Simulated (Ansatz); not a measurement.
# ZnNH4+ (SMILES [NH3+][ZnH]): single points off equilibrium

The atoms stand at a structure displaced at random from a GFN2-xTB minimum. How far do the functionals agree with CCSD(T) there?

Computed with Ansatz 0.2.0, Gaussian basis. Level: single points in def2-TZVPP.

Correlated methods freeze the cores. The 3s and 3p shells of Cu and Zn are frozen; filled d shells are correlated.

### 1 The system as given

SMILES `[NH3+][ZnH]`, 6 atoms, charge 1, spin multiplicity 1.

Atoms are counted from 1 here; the program's logs count them from 0.

Bond lengths: N1–Zn2 2.288 Å, N1–H3 0.952 Å, N1–H4 0.931 Å, N1–H5 1.050 Å, Zn2–H6 1.220 Å. Angles: Zn2–N1–H3 102.5°, Zn2–N1–H4 111.2°, Zn2–N1–H5 119.1°, H3–N1–H4 135.9°, H3–N1–H5 96.3°, H4–N1–H5 91.4°, N1–Zn2–H6 170.1°.

Geometry (Å):

```xyz
6
H4NZn
N    -0.0718   -0.7688   -0.3105
Zn   -0.0521    1.2127    0.8329
H     0.8544   -0.9747   -0.3831
H    -0.8524   -1.2473   -0.1418
H    -0.2687   -0.7613   -1.3421
H     0.1515    2.2121    1.5020
```

### 2 CCSD(T)/def2-TZVPP

The input, run/in.yaml:

```yaml
crystal:
  periodic: [false, false, false]
  atoms:
    - {symbol: N, position_ang: [-0.071800, -0.768800, -0.310500]}
    - {symbol: Zn, position_ang: [-0.052100, 1.212700, 0.832900]}
    - {symbol: H, position_ang: [0.854400, -0.974700, -0.383100]}
    - {symbol: H, position_ang: [-0.852400, -1.247300, -0.141800]}
    - {symbol: H, position_ang: [-0.268700, -0.761300, -1.342100]}
    - {symbol: H, position_ang: [0.151500, 2.212100, 1.502000]}
basis:
  gaussian: {orbitals: def2-TZVPP}
total_charge: 1
correlation: {method: ccsd_t, frozen_orbitals: {H: 0, "N": 1, Zn: 9}}
output: {forces: true}
```

No record of the launch command was kept for these runs.

### 3 PBE0-D4/def2-TZVPP

Changes to run/in.yaml since step 2:

```diff
@@ -12,3 +12,3 @@
 total_charge: 1
-correlation: {method: ccsd_t, frozen_orbitals: {H: 0, "N": 1, Zn: 9}}
-output: {forces: true}
+hamiltonian: {xc: pbe0, dispersion: d4}
+output: {forces: true, orbitals: {seedname: orbitals}}
```

### 4 wB97M-V/def2-TZVPP

Changes to run/in.yaml since step 3:

```diff
@@ -12,3 +12,3 @@
 total_charge: 1
-hamiltonian: {xc: pbe0, dispersion: d4}
-output: {forces: true, orbitals: {seedname: orbitals}}
+hamiltonian: {xc: {name: wB97M-V}}
+output: {forces: true}
```

### 5 r2SCAN-D4/def2-TZVPP

Changes to run/in.yaml since step 4:

```diff
@@ -12,3 +12,3 @@
 total_charge: 1
-hamiltonian: {xc: {name: wB97M-V}}
+hamiltonian: {xc: r2scan, dispersion: d4}
 output: {forces: true}
```

### 6 PBE-D4/def2-TZVPP

Changes to run/in.yaml since step 5:

```diff
@@ -12,3 +12,3 @@
 total_charge: 1
-hamiltonian: {xc: r2scan, dispersion: d4}
+hamiltonian: {xc: pbe, dispersion: d4}
 output: {forces: true}
```

### 7 BLYP-D4/def2-TZVPP

Changes to run/in.yaml since step 6:

```diff
@@ -12,3 +12,3 @@
 total_charge: 1
-hamiltonian: {xc: pbe, dispersion: d4}
+hamiltonian: {xc: {name: BLYP}, dispersion: d4}
 output: {forces: true}
```

### 8 revPBE-D4/def2-TZVPP

Changes to run/in.yaml since step 7:

```diff
@@ -12,3 +12,3 @@
 total_charge: 1
-hamiltonian: {xc: {name: BLYP}, dispersion: d4}
+hamiltonian: {xc: {name: revPBE}, dispersion: d4}
 output: {forces: true}
```

(Steps that only read results are left out.)

Q: Predict the outcome of this session. Wanted: energy less free atoms, CCSD(T)/def2-TZVPP; RMS force component; RMS force error; HOMO and LUMO, PBE0-D4; T1 diagnostic.

The runs gave:

| quantity | value |
| --- | --- |
| energy less free atoms, CCSD(T)/def2-TZVPP | -630.4 kJ/mol |
| RMS force component | 3.785 to 3.860 eV/Å over the methods |
| RMS force error | PBE0-D4 0.065, wB97M-V 0.053, r2SCAN-D4 0.084, PBE-D4 0.171, BLYP-D4 0.175, revPBE-D4 0.167 eV/Å |
| HOMO and LUMO, PBE0-D4 | -15.05 and -6.34 eV |
| T1 diagnostic | 0.014 |

What this shows: Against CCSD(T) the functionals' energies less atoms differ by -48.7 to -6.3 kJ/mol, PBE-D4 by -41.1 kJ/mol. A larger basis would deepen the CCSD(T) value, while the functionals are nearly converged already, so the order here is not reliable. On forces the order runs from wB97M-V to BLYP-D4. Frozen-core CCSD(T) forces in triple zeta carry basis errors of their own, and this is one geometry, so small gaps rank nothing.
